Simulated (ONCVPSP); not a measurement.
# Pseudopotential generation for Cl: ONCV, PBE

Do these settings give a usable potential? It is generated, then checked for transferability, scattering, ghosts and hardness.

The numbers are computed with ONCVPSP 4.0.1.1 (patched build) (PBE, scalar-relativistic, spin-unpolarised reference atom).

### Step 1. The atom and the settings

Typed settings, in words:

* element: chlorine (Cl, Z = 17)
* type: optimised norm-conserving Vanderbilt (ONCV)
* frozen core: [He]
* valence charge: 15
* reference configuration: 2s2 2p6 3s2 3p5
* partial waves: 2s+3s: rc 0.70 bohr, ncon 4, nbas 7, qcut 18.4 1/bohr, 2 projectors; 2p+3p: rc 0.55 bohr, ncon 4, nbas 7, qcut 23.4 1/bohr, 2 projectors; d scattering state at 0.04 Ha: rc 0.65 bohr, ncon 3, nbas 8, qcut 15 1/bohr, 3 projectors, debl 1.3 Ha
* local potential: polynomial inside 0.40 bohr (lpopt 5, dvloc0 1 Ha)
* core correction: not asked for

The nodes and maxima of the atom's own shells, from an earlier all-electron run, set the scale for the radii.

All-electron outer shells of the reference configuration (PBE, scalar-relativistic, ld1.x):

| shell | level (eV) | outermost node (bohr) | outermost maximum (bohr) |
| --- | --- | --- | --- |
| 1s | -2751.31 | – | 0.06 |
| 2s | -252.70 | 0.12 | 0.36 |
| 2p | -191.63 | – | 0.30 |
| 3s | -20.69 | 0.55 | 1.29 |
| 3p | -8.59 | 0.53 | 1.43 |

### Step 2. Generating the potential

File Cl.dat:

```
# ATOM AND REFERENCE CONFIGURATION
# atsym  z   nc   nv     iexc    psfile
  Cl 17.00    1    4        4      upf
#
#   n    l    f
    1    0    2.00
    2    0    2.00
    2    1    6.00
    3    0    2.00
    3    1    5.00
#
# PSEUDOPOTENTIAL AND OPTIMIZATION
# lmax
    2
#
#   l,   rc,      ep,       ncon, nbas, qcut
    0    0.70    0.00    4    7   18.40
    1    0.55    0.00    4    7   23.40
    2    0.65    0.04    3    8   15.00
#
# LOCAL POTENTIAL
# lloc, lpopt,  rc(5),   dvloc0
    4    5    0.40    1.00
#
# VANDERBILT-KLEINMAN-BYLANDER PROJECTORs
# l, nproj, debl
    0    2    2.50
    1    2    2.50
    2    3    1.30
#
# MODEL CORE CHARGE
# icmod, fcfact, rcfact
    0    0.00    0.00
#
# LOG DERIVATIVE ANALYSIS
# epsh1, epsh2, depsh
  -11.00    5.00    0.04
#
# OUTPUT GRID
# rlmax, drl
    6.00    0.01
#
# TEST CONFIGURATIONS
# ncnf
    4
# nvcnf
#   n    l    f
    4
    2    0    2.00
    2    1    6.00
    3    0    2.00
    3    1    4.00
#
    4
    2    0    2.00
    2    1    6.00
    3    0    2.00
    3    1    3.00
#
    4
    2    0    2.00
    2    1    6.00
    3    0    2.00
    3    1    2.00
#
    4
    2    0    2.00
    2    1    6.00
    3    0    2.00
    3    1    4.50
#
```

Started as:

```
oncvpsp.x < Cl.dat > Cl.out
```

Q: Predict the outcome of this session. Wanted: cutoffs for 1 and 0.1 mHa per electron, occupied waves; bound ghosts; GHOST(+) flags; largest test error; largest phase difference near zero energy, channels read.

As calculated:

```
                                                quantity                          value
  cutoffs for 1 and 0.1 mHa per electron, occupied waves              237 Ha and 267 Ha
                                            bound ghosts                d at -250.55 eV
                                          GHOST(+) flags             none at low energy
                            largest test error (AE − PS)  +9.4 meV, for 2s2 2p6 3s2 3p2
largest phase difference near zero energy, channels read                      0.000 rad
```

It has a bound ghost (d), a state that the atom doesn't have, and that rules the file out. By total energies transferability is good: the largest error is 9.4 meV on 77.6 eV, for 2s2 2p6 3s2 3p2. Atomic tests can pass in spite of a ghost, since they solve only for the levels asked. It counts as very hard, with 237 Ha needed at the looser tolerance. Near zero energy the phases of the channels with partial waves agree within 0.001 rad. The pseudo curves have a pole with no partner nearby in the atom's: d at -10.37 Ha. All of this concerns the isolated atom, not yet a solid.
